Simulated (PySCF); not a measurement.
# CH7BNP: the cost of one run

Computed with PySCF 2.14.0, with density-fitted response routines of our own, on a single molecule in the gas phase. Atoms count from 0, in the outputs and in this text.

## 1. The molecule as given

11 atoms, charge 0, multiplicity 1; geometry from: GFN2-xTB. The atoms were then displaced at random by about 0.01 Å, so the start is not that level's minimum.

Bonds of the start (Å): C0–N1 1.42, N1–B2 1.37, B2–P3 1.96, C0–H4 1.12, C0–H5 1.09, C0–H6 1.08, N1–H7 1.01, B2–H8 1.14, P3–H9 1.37, P3–H10 1.41.

## 2. Geometry optimisation at PBE0-D3(BJ)/def2-SVP

What the job is given:

```
{"job": {"xc": "PBE0", "basis": "def2-SVP", "d3": "d3bj", "grid": 1, "shake": 0.01, "kind": "geom"}, "charge": 0, "multiplicity": 1}
C     -1.776430     0.055800    -0.167960
N     -0.407870     0.204440     0.184640
B      0.674600     0.000310    -0.627730
P      2.481440     0.346510     0.057630
H     -2.309580     1.039070    -0.106710
H     -1.876180    -0.270060    -1.199250
H     -2.292710    -0.630800     0.487900
H     -0.270880     0.516770     1.140460
H      0.543090    -0.306270    -1.718470
H      3.030180    -0.828560    -0.375920
H      2.242440    -0.153030     1.349670
```

The run is started by

```sh
$ OMP_NUM_THREADS=1 python probes_run.py task.json out
```

One launch serves the whole session: the jobs run in the order shown.

Q: Estimate the wall time and peak memory of this first job on 1 thread of Arm Neoverse V2, shared host.

About 15 s, with a peak of 0.38 GiB.
